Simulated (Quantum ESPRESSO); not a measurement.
# Si2C (P4/mmm) in Quantum ESPRESSO: phonons and electron-phonon coupling with PBEsol

Aim: the phonons and electron-phonon coupling of Si2C with PBEsol.

Program: Quantum ESPRESSO 7.5. These are calculated values, not measurements. Logs are shortened: lines on timing, memory, paths and dates and some standing lists are left out, and cuts for length are marked.

## 1. Starting point

It takes space group P4/mmm (No. 123, tetragonal). The conventional cell has a = 2.669 Å, b = 2.669 Å, c = 5.532 Å, α = 90.00°, β = 90.00°, γ = 90.00°. Si (site symmetry 4mm) has 5 Si at 2.39 to 2.67 Å and 4 C at 2.46 Å as nearest neighbours. C (site symmetry 4/mmm) has 8 Si at 2.46 Å and 4 C at 2.67 Å as nearest neighbours.

The cell was built by a generator and needn't be a form met in nature.

(Continued in part 2 of 2.)
